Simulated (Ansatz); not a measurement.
# GeH₁₄N₂Si₄: small, medium and large basis sets

An exercise on one series of results from a longer session: the logs are not shown, and one member is left open.

Computed with Ansatz 0.2.0, Gaussian basis. Level: one geometry, several basis sets.

Levels to be run: PBE0-D4/def2-SVP; ωB97M-V/def2-SVP; PBE0-D4/def2-QZVPP; ωB97M-V/def2-QZVPP; the functionals' def2-TZVPP values are taken from earlier runs.

## Structure used throughout

An earlier PBE0-D4 in a triple-zeta def2 set relaxation fixed the geometry.

21 atoms, charge 0, spin multiplicity 1.

Atoms are counted from 1 here; the program's logs count them from 0.

Bond lengths: Si1–N2 1.731 Å, Si1–H8 1.487 Å, Si1–H9 1.487 Å, Si1–H10 1.489 Å, N2–Si3 1.734 Å, N2–Ge4 1.845 Å, Si3–H11 1.488 Å, Si3–H12 1.487 Å, Si3–H13 1.487 Å, Ge4–N5 1.845 Å, Ge4–H14 1.537 Å, Ge4–H15 1.537 Å, N5–Si6 1.731 Å, N5–Si7 1.734 Å, Si6–H16 1.487 Å, Si6–H17 1.489 Å, Si6–H18 1.487 Å, Si7–H19 1.487 Å and more. Angles: N2–Si1–H8 110.8°, N2–Si1–H9 107.8°, N2–Si1–H10 112.2°, H8–Si1–H9 109.6°, H8–Si1–H10 107.8°, H9–Si1–H10 108.7°, Si1–N2–Si3 121.1°, Si1–N2–Ge4 120.5°, Si3–N2–Ge4 118.4°, N2–Si3–H11 112.2°, N2–Si3–H12 110.4°, N2–Si3–H13 108.0°, H11–Si3–H12 108.1°, H11–Si3–H13 108.6°, H12–Si3–H13 109.4°, N2–Ge4–N5 108.1°, N2–Ge4–H14 111.2°, N2–Ge4–H15 106.5° and more.

Set-up of the first run:

The input, in.yaml:

```yaml
crystal:
  periodic: [false, false, false]
  atoms:
    - {symbol: Si, position_ang: [1.595359, -2.157472, -1.267641]}
    - {symbol: N, position_ang: [0.382733, -0.929677, -1.129333]}
    - {symbol: Si, position_ang: [0.351555, 0.423124, -2.213358]}
    - {symbol: Ge, position_ang: [-0.869512, -0.999394, 0.223339]}
    - {symbol: N, position_ang: [-0.724635, 0.547679, 1.218057]}
    - {symbol: Si, position_ang: [-2.083037, 1.607448, 1.386915]}
    - {symbol: Si, position_ang: [0.810287, 0.936863, 1.923798]}
    - {symbol: H, position_ang: [2.200338, -2.452306, 0.058250]}
    - {symbol: H, position_ang: [2.645827, -1.658387, -2.194912]}
    - {symbol: H, position_ang: [1.046724, -3.430753, -1.810011]}
    - {symbol: H, position_ang: [1.413865, 1.417246, -1.902813]}
    - {symbol: H, position_ang: [0.540060, -0.031596, -3.616691]}
    - {symbol: H, position_ang: [-0.973325, 1.086547, -2.082643]}
    - {symbol: H, position_ang: [-2.299101, -1.019138, -0.341930]}
    - {symbol: H, position_ang: [-0.531737, -2.238723, 1.067614]}
    - {symbol: H, position_ang: [-1.595298, 2.878242, 1.986573]}
    - {symbol: H, position_ang: [-3.133999, 1.032809, 2.270936]}
    - {symbol: H, position_ang: [-2.706027, 1.887941, 0.066137]}
    - {symbol: H, position_ang: [1.654625, -0.287204, 1.887397]}
    - {symbol: H, position_ang: [0.640240, 1.376742, 3.334164]}
    - {symbol: H, position_ang: [1.510558, 2.020509, 1.183251]}
basis:
  gaussian: {orbitals: def2-SVP}
hamiltonian: {xc: pbe0, dispersion: d4}
output: {orbitals: {seedname: orbitals}}
```

Launch:

```bash
ansatz run in.yaml --threads 4 --pin off --events-out ev --progress --plain --max-ram 46080MiB --backend cpu
```

Among the steps run: PBE0-D4 in def2-SVP; ωB97M-V in def2-SVP; PBE0-D4 in def2-QZVPP; ωB97M-V in def2-QZVPP.

One of the session's tables, all rows but one given; the rest of the session is left out.

It belongs to the step «Density functionals: the series». 

| functional | basis | HOMO (eV) | LUMO (eV) |
| --- | --- | --- | --- |
| PBE0-D4 | def2-SVP | -7.42 | 0.01 |
| PBE0-D4 | def2-TZVPP | -7.51 | -0.34 |
| PBE0-D4 | def2-QZVPP | ? | ? |
| ωB97M-V | def2-SVP | -9.63 | 1.88 |
| ωB97M-V | def2-TZVPP | -9.76 | 1.38 |
| ωB97M-V | def2-QZVPP | -9.77 | 1.16 |

Estimate the missing values for PBE0-D4, def2-QZVPP.

The run gave: HOMO (eV): -7.52; LUMO (eV): -0.40. In the column «HOMO (eV)» it lies between ωB97M-V, def2-SVP (-9.63) and PBE0-D4, def2-TZVPP (-7.51).
